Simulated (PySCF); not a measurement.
**PbN+: bond curves at several levels of theory**

One table from this session's results is given with a row withheld; the runs are named, their logs left out.

Method: Pb aug-cc-pVDZ-PP with ECP60, N aug-cc-pVDZ, scalar-relativistic core potentials; program: PySCF 2.14.0.

The first run:

Settings of the job:

```json
{"atoms": "Pb, N", "charge": "1", "basis": "Pb aug-cc-pVDZ-PP with ECP60, N aug-cc-pVDZ", "Hamiltonian": "scalar-relativistic core potentials", "basis functions": "55", "electrons treated": "28", "masses in u": "207.9766, 14.0031", "levels": "PBE0, PBE, r²SCAN, r²SCAN0, BLYP, LDA, LC-ωPBE, HF, MP2, SCS-MP2", "grid": "80 radial by 434 angular points", "occupations": "held fixed by the projection of orbital angular momentum", "dissociation limit": "Pb+ + N, each in its ground configuration", "starting distance in angstrom": "2.150", "values of 2S to try": "0, 2, 4"}
```

Launch:

```bash
$ OMP_NUM_THREADS=1 python dia.py task.json out
```

Steps of the session up to this table: Input; The PBE0 curve of the state that the search chose; Other states along the same grid; PBE (GGA); r²SCAN; r²SCAN0 (hybrid meta-GGA); BLYP (GGA); LDA; LC-ωPBE; ROHF (mean field).

One table of the session follows, with a row left open; its other results are not shown here.

Energy (eV) from each level's lowest point:

| R (Å) | ROHF | ROHF-MP2 | ROHF-SCS-MP2 | LDA | PBE |
| --- | --- | --- | --- | --- | --- |
| 1.925 | 0.857 | 0.940 | 0.974 | 0.902 | 1.052 |
| 2.014 | 0.350 | 0.412 | 0.438 | 0.397 | 0.496 |
| 2.104 | 0.087 | 0.126 | 0.142 | 0.122 | 0.177 |
| 2.171 | 0.007 | 0.026 | 0.035 | 0.026 | 0.052 |
| 2.238 | 0.000 | 0.000 | 0.000 | 0.000 | 0.000 |
| 2.305 | 0.049 | 0.029 | 0.020 | 0.028 | 0.004 |
| 2.395 | 0.177 | 0.130 | 0.107 | 0.126 | 0.074 |
| 2.507 | 0.404 | 0.320 | 0.279 | 0.311 | 0.230 |
| 2.641 | ? | ? | ? | ? | ? |
| 2.820 | 1.206 | 0.999 | 0.905 | 0.948 | 0.810 |

Q: Estimate the row for R (Å) = 2.641 from the others.

Worked estimate for «ROHF». A straight line through the neighbours (2.507, 0.404) and (2.820, 1.206) gives 0.404 + (1.206 − 0.404) × (2.641 − 2.507) / (2.820 − 2.507) = 0.747; a parabola fitted to 3 rows on both sides gives 0.717.

The run gave: ROHF: 0.732; ROHF-MP2: 0.599; ROHF-SCS-MP2: 0.536; LDA: 0.579; PBE: 0.470. In «ROHF» the line misses by +0.015 and the parabola by -0.015.
